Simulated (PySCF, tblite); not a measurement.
# C₅H₁₁NOSi: geometry, infrared bands and NMR shifts

What infrared bands and NMR shifts should C₅H₁₁NOSi (`CC(=O)NC1C[SiH2]C1`) show?

Computed with tblite 0.8.0 and PySCF 2.14.0, with density-fitted response routines of our own, on a single molecule in the gas phase. Atoms are numbered from 0 throughout.

### 1 The starting structure

19 atoms, charge 0, multiplicity 1; geometry from: force field or distance geometry start.

Bonds of the start (Å): C0–C1 1.48, C1–O2 1.29, C1–N3 1.43, N3–C4 1.47, C4–C5 1.51, C5–Si6 1.87, Si6–C7 1.85, C7–C4 1.53, C0–H8 1.12, C0–H9 1.11, C0–H10 1.09, N3–H11 1.05, C4–H12 1.11, C5–H13 1.11, C5–H14 1.12, Si6–H15 1.45, Si6–H16 1.46, C7–H17 1.10, C7–H18 1.10.

### 2 Geometry optimisation with GFN2-xTB

Job settings and geometry (Å):

```
{"job": {"kind": "relax", "xc": "GFN2-xTB", "basis": "xTB"}, "charge": 0, "multiplicity": 1}
C      3.028600    -0.193600    -0.472600
C      1.748500    -0.828600    -0.074800
O      1.718300    -2.033200     0.378300
N      0.560100    -0.046300    -0.192700
C     -0.704500    -0.677900     0.222300
C     -1.877500    -0.381900    -0.681000
Si    -1.930200     1.385400    -0.064100
C     -1.319800     0.250400     1.269400
H      2.869500     0.861700    -0.811300
H      3.660100    -0.131400     0.432400
H      3.565300    -0.745300    -1.247400
H      0.584200     0.938200    -0.547100
H     -0.600900    -1.718500     0.588700
H     -1.707700    -0.462300    -1.773700
H     -2.801200    -0.905600    -0.315400
H     -0.964700     2.298700    -0.634200
H     -3.272800     1.921400     0.160200
H     -0.487800     0.700500     1.837500
H     -2.077200    -0.222400     1.918200
```

The run is started by

```sh
$ OMP_NUM_THREADS=1 python probes_run.py task.json out
```

This one command runs all jobs of the session in turn.

**Question.** This job is followed by: GFN2-xTB harmonic vibrations, gas phase; GIAO PBE0/pcSseg-1 NMR shielding, non-relativistic, gas phase. What will the session give for the following? strongest single infrared mode (GFN2-xTB); zero-point energy (GFN2-xTB); 13C shifts against TMS (PBE0/pcSseg-1, means over atoms taken as alike); 1H shifts against TMS (PBE0/pcSseg-1, means over atoms taken as alike); 17O shifts against H2O (PBE0/pcSseg-1); 15N shifts against NH3 (PBE0/pcSseg-1); 29Si shifts against TMS (PBE0/pcSseg-1).

The runs gave:

```
                                                               quantity                                         value
                              strongest single infrared mode (GFN2-xTB)                         1752 cm⁻¹, 540 km/mol
                                           zero-point energy (GFN2-xTB)                                 94.3 kcal/mol
13C shifts against TMS (PBE0/pcSseg-1, means over atoms taken as alike)                   166.0, 42.7, 24.7, 23.5 ppm
 1H shifts against TMS (PBE0/pcSseg-1, means over atoms taken as alike)  4.95, 4.65, 4.46, 4.29, 2.05, 1.84, 1.24 ppm
                                 17O shifts against H2O (PBE0/pcSseg-1)                                     416.6 ppm
                                 15N shifts against NH3 (PBE0/pcSseg-1)                                     167.8 ppm
                                29Si shifts against TMS (PBE0/pcSseg-1)                                     -60.1 ppm
```

In words: Relaxing lowered the energy by 1.394 eV in 177 steps; the close pair that moved most is C1–O2, from 1.287 to 1.212 Å. All 51 modes are real, so the xTB geometry is a minimum. The strongest single mode, at 1752 cm⁻¹, moves mainly C1 and O2. Unscaled tight-binding wavenumbers are off by several per cent, some by more. Its intensities can rank the bands wrongly. The most deshielded carbon is C1 (amide carbonyl carbon), at 166.0 ppm: it is a carbonyl in resonance with an O or N lone pair, the region of acids, esters and amides. The most deshielded hydrogen is H12 (hydrogen on an sp3 CH bonded to N), at 4.95 ppm: its carbon carries N, which withdraws density. At PBE0/pcSseg-1: The widest tensor belongs to O2: span 726 ppm, with a paramagnetic part of -484 ppm.
